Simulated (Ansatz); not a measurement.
This script makes a comparison of norm-conserving and PAW potentials of CaZn3, space group Pm-3m with the Python package of Ansatz (0.2.0).

The script, `nc_paw_cazn3.py`:
```python
"""Norm-conserving against PAW potentials for CaZn3."""

import ansatz as az
import numpy as np


def count_gap(report):
    # lowest empty less highest filled band, counting bands; zero where they overlap
    return max(report.get("gap_by_band_count_ev") or 0.0, 0.0)

crystal = (
    az.Lattice.of([4.334836, 0.0, 0.0], [0.0, 4.334836, 0.0], [0.0, 0.0, 4.334836])
    .atom("Ca", [0.0, 0.0, 0.0])
    .atom("Zn", [0.5, 0.5, 0.0])
    .atom("Zn", [0.5, 0.0, 0.5])
    .atom("Zn", [0.0, 0.5, 0.5])
)

job = (
    crystal.calculation()
    .functional(az.Functional.LDA)
    .kpoints(spacing=0.29)
    .occupations("Fermi-Dirac", width=0.15)
    .scf(tolerance=1e-07)
    .stress()
    .forces()
    .band_table()
)
variants = {
    "PAW": job.pseudopotentials("paw"),
    "norm-conserving": job.pseudopotentials("nc"),
}
# totals differ by the cores that each treatment holds, so compare what does not depend on them
rows = []
for label, variant in variants.items():
    rep = variant.run(threads=1, pin="off").report
    levels = np.array(rep["eigenvalues_ev"][0]) - rep["fermi_energy_ev"]
    print(label, "levels at the first k-point near E_F:", np.round(levels[np.abs(levels) < 5], 3))
    rows.append((label, rep["n_electrons"], np.trace(rep["stress_gpa"]) / 3, count_gap(rep)))
for row in rows:
    print("; ".join(f"{name} = {round(v, 4) if isinstance(v, float) else v}" for name, v in zip(["treatment", "electrons in bands", "P GPa", "gap by band count eV"], row)))
```

How well do the two treatments of the cores agree on the pressure?

PAW gives -5.268 GPa and norm-conserving -5.348 GPa, 0.08 GPa apart. They took 1.9 and 6.3 s of processor time.

The output:

`python nc_paw_cazn3.py` gives:
```text
DeckWarning: basis.ecutwfc = 420 eV, auto-derived from the records' recommended cutoffs: set by Ca (normal level)
DeckWarning: output.stress: scf.convergence.dr2_threshold = 1e-7 eV (the SCF's general default) is looser than the 4e-10 eV advised for a printed stress (1e-10 eV for each atom of the cell: 4). What an SCF threshold leaves in a stress goes as its square root, and in the free energy as the threshold itself, and one threshold admits the most on a small cell: of the crystals measured, under no hybrid functional and no lock of the moments, on runs that ended without the residual-converged pass, on [...]
PAW levels at the first k-point near E_F: [-0.772 -0.772  0.196  0.196  0.196  3.73   3.73   3.73   4.833]
DeckWarning: basis.ecutwfc = 1142.878222 eV, auto-derived from the records' recommended cutoffs: set by Zn (normal level)
norm-conserving levels at the first k-point near E_F: [-0.774 -0.774  0.196  0.196  0.196  3.727  3.727  3.727  4.837]
treatment = PAW; electrons in bands = 46.0; P GPa = -5.2681; gap by band count eV = 0.0
treatment = norm-conserving; electrons in bands = 70.0; P GPa = -5.3478; gap by band count eV = 0.0
```
(Warnings from the package without file and line, shortened.)

Notes:
- The computed bands are complete only to about 3.8 eV above the Fermi level.
- For a metal this k-point mesh is coarse: on a finer one energies can move by several to tens of meV an atom and pressures by half a GPa or more, differences at one mesh by less.
- The smearing is wide enough that free energy and stress hold a thermal part of the electrons.
- A gap by band count of zero or less means overlapping bands, a metal.
- At these settings the cell as given stands under about -5 GPa, so it isn't at this functional's equilibrium volume.
- This cell is a computed structure, which may not be the phase found in nature.
- Gaps and levels are Kohn-Sham values on a finite set of k-points.
- Stress is positive in compression.
- Hardware and time: 9 s on 1 thread of Arm Neoverse V1, with other jobs on the host, peak memory 0.5 GiB.
